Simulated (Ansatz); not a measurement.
**C2H5FSn: up Jacob's ladder to CCSD(T)**

Aim: compute C2H5FSn with functionals from several rungs and with coupled cluster. The yardstick is the atomisation energy at the CCSD(T) limit.

Program: Ansatz 0.2.0, Gaussian basis. Level of theory: functionals in def2-TZVPP, the program's frozen cores in correlated methods. These are calculated values, not measurements.

Levels to be run: LDA (SPW92), PBE-D4, revPBE-D4, BLYP-D4, r2SCAN-D4, B97M-V, PBE0-D4, B3LYP-D4, r2SCANh-D4, r2SCAN0-D4, HSE06-D4, BHLYP-D4, CAM-B3LYP-D4, LC-ωPBE, ωB97X-V, ωB97M-V, B2PLYP, PBE-QIDH; CCSD(T)/def2-SVP; CCSD(T)/def2-TZVPP; MP2/def2-QZVPP; extrapolation to the limit; RPA on PBE.

### 1 Structure used throughout

All runs share one geometry, relaxed beforehand with PBE0-D4 in a triple-zeta def2 set. Sn takes the def2 core potential; no spin-orbit term is included.

SMILES `C=[C](F)[SnH3]`, 9 atoms, charge 0, spin multiplicity 1.

Atoms are counted from 1 here; the program's logs count them from 0.

Bond lengths: C1–C2 1.322 Å, C1–H5 1.082 Å, C1–H6 1.085 Å, C2–F3 1.351 Å, C2–Sn4 2.149 Å, Sn4–H7 1.701 Å, Sn4–H8 1.704 Å, Sn4–H9 1.704 Å. Angles: C2–C1–H5 120.0°, C2–C1–H6 121.5°, H5–C1–H6 118.5°, C1–C2–F3 119.0°, C1–C2–Sn4 126.8°, F3–C2–Sn4 114.2°, C2–Sn4–H7 108.0°, C2–Sn4–H8 109.0°, C2–Sn4–H9 109.0°, H7–Sn4–H8 110.7°, H7–Sn4–H9 110.7°, H8–Sn4–H9 109.4°.

Coordinates:

```mol
C2H5FSn
  3D, bonds by distance, orders not assigned

  9  8  0  0  0  0  0  0  0  0999 V2000
    1.4456    0.7474   -0.5153 C   0  0
    0.1432    0.5333   -0.5830 C   0  0
   -0.5829    1.1957   -1.5106 F   0  0
   -1.0088   -0.7942    0.6529 Sn  0  0
    2.0428    0.2257    0.2210 H   0  0
    1.9415    1.4410   -1.1864 H   0  0
   -2.6333   -0.6980    0.1572 H   0  0
   -0.4140   -2.3805    0.4662 H   0  0
   -0.8455   -0.3167    2.2808 H   0  0
  1  2  8  0
  2  3  8  0
  2  4  8  0
  1  5  8  0
  1  6  8  0
  4  7  8  0
  4  8  8  0
  4  9  8  0
M  END
```

### 2 LDA

This LDA is Slater exchange with PW92 correlation.

The input, in.yaml:

```yaml
crystal:
  periodic: [false, false, false]
  atoms:
    - {symbol: C, position_ang: [1.445624, 0.747358, -0.515293]}
    - {symbol: C, position_ang: [0.143165, 0.533270, -0.582962]}
    - {symbol: F, position_ang: [-0.582889, 1.195667, -1.510562]}
    - {symbol: Sn, position_ang: [-1.008848, -0.794193, 0.652868]}
    - {symbol: H, position_ang: [2.042818, 0.225734, 0.220952]}
    - {symbol: H, position_ang: [1.941469, 1.441047, -1.186420]}
    - {symbol: H, position_ang: [-2.633306, -0.698033, 0.157171]}
    - {symbol: H, position_ang: [-0.414019, -2.380466, 0.466227]}
    - {symbol: H, position_ang: [-0.845514, -0.316683, 2.280820]}
basis:
  gaussian: {orbitals: def2-TZVPP}
hamiltonian: {xc: lda}
output: {orbitals: {seedname: orbitals}}
```

After this run come: PBE-D4 (GGA); revPBE-D4 (GGA); BLYP-D4 (GGA); r2SCAN-D4 (meta-GGA); B97M-V (meta-GGA); PBE0-D4 (hybrid); B3LYP-D4 (hybrid); r2SCANh-D4 (hybrid); r2SCAN0-D4 (hybrid); HSE06-D4 (hybrid); BHLYP-D4 (hybrid); CAM-B3LYP-D4 (range-separated); LC-ωPBE (range-separated); ωB97X-V (range-separated); ωB97M-V (range-separated); B2PLYP (double hybrid); PBE-QIDH (double hybrid); CCSD(T) in def2-SVP; CCSD(T) in def2-TZVPP; MP2 in def2-QZVPP; RPA on PBE orbitals.

Q: Predict the results of all the runs planned. Wanted: atomisation energy, CCSD(T)/CBS; farthest beyond LDA; mean size of error, GGA; mean size of error, meta-GGA; mean size of error, hybrid; mean size of error, range-separated; mean size of error, double hybrid; gap, smallest and largest; T1 diagnostic.

The runs gave:

| quantity | value |
| --- | --- |
| atomisation energy, CCSD(T)/CBS | 716.2 kcal/mol |
| functionals within 7.2 kcal/mol (1.0 %) | revPBE-D4, BLYP-D4, r2SCAN-D4, B97M-V, PBE0-D4, B3LYP-D4, r2SCANh-D4, HSE06-D4, CAM-B3LYP-D4, LC-ωPBE, ωB97X-V, ωB97M-V |
| farthest beyond LDA | BHLYP-D4 (-26.5 kcal/mol) |
| mean size of error, GGA | 7.6 kcal/mol |
| mean size of error, meta-GGA | 3.6 kcal/mol |
| mean size of error, hybrid | 9.5 kcal/mol |
| mean size of error, range-separated | 2.1 kcal/mol |
| mean size of error, double hybrid | 10.7 kcal/mol |
| gap, smallest and largest | 5.17 eV (LDA (SPW92)), 12.34 eV (LC-ωPBE) |
| T1 diagnostic | 0.0136 |
| triples share of the correlation energy | 3.4 % |

LDA overbinds by 111.4 kcal/mol (16 %). PBE-D4 is off by +12.6 kcal/mol. Double hybrids carry the basis error of their MP2 part in triple zeta, and no dispersion term here, so their miss is partly the set-up's. The rungs range-separated, meta-GGA miss on average by less than the doubt on the reference (7.2 kcal/mol), so they tie. The reference freezes the cores and leaves out spin-orbit coupling and excitations past (T), and its outer-core shells are covered unevenly, so misses under about 7.2 kcal/mol can't be ranked. All levels share the lack of spin-orbit coupling, which lowers the free heavy atoms and so the true binding. Hartree-Fock recovers 71 % of the binding; the rest is correlation. CCSD(T) in def2-SVP is off by -41.1 kcal/mol, so the small basis spoils what the method gains. The gap grows from 5.2 to 12.3 eV across the functionals, mostly with the share of exact exchange. Correlated methods include outer-core shells of Sn, which these sets cover unevenly.
